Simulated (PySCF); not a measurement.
# C3H3Br (Propargyl Bromide): the cost of one run

Programs: PySCF 2.14.0, with routines of our own; each step states its level. All values are computed. Atoms count from 0.

### 1 The system as given

7 atoms, charge 0, multiplicity 1; geometry from: GFN2-xTB.

### 2 Optimising the geometry at PBE0-D3(BJ)/def2-SVP

What the job is given:

```
{"job": {"xc": "PBE0", "basis": "def2-SVP", "d3": "d3bj", "grid": 1, "maxiter": 30, "shake": 0.01, "kind": "geom"}, "charge": 0, "multiplicity": 1}
C      1.616300    -0.624650     0.362660
C      0.462940    -0.303750     0.087260
C     -0.886850     0.121690    -0.232760
Br    -1.016560     2.089990    -0.048520
H      2.573020    -0.899530     0.578500
H     -1.598700    -0.303580     0.460410
H     -1.116210    -0.109270    -1.257480
```

On the command line:

```
$ OMP_NUM_THREADS=1 python heavy_run.py task.json out
```

One launch serves the whole session: the jobs run in the order shown.

**Question.** How long does this first job take on 1 thread of AMD EPYC 9R45, shared host, and how much memory does it need?

About 12 s, with a peak of 0.37 GiB.
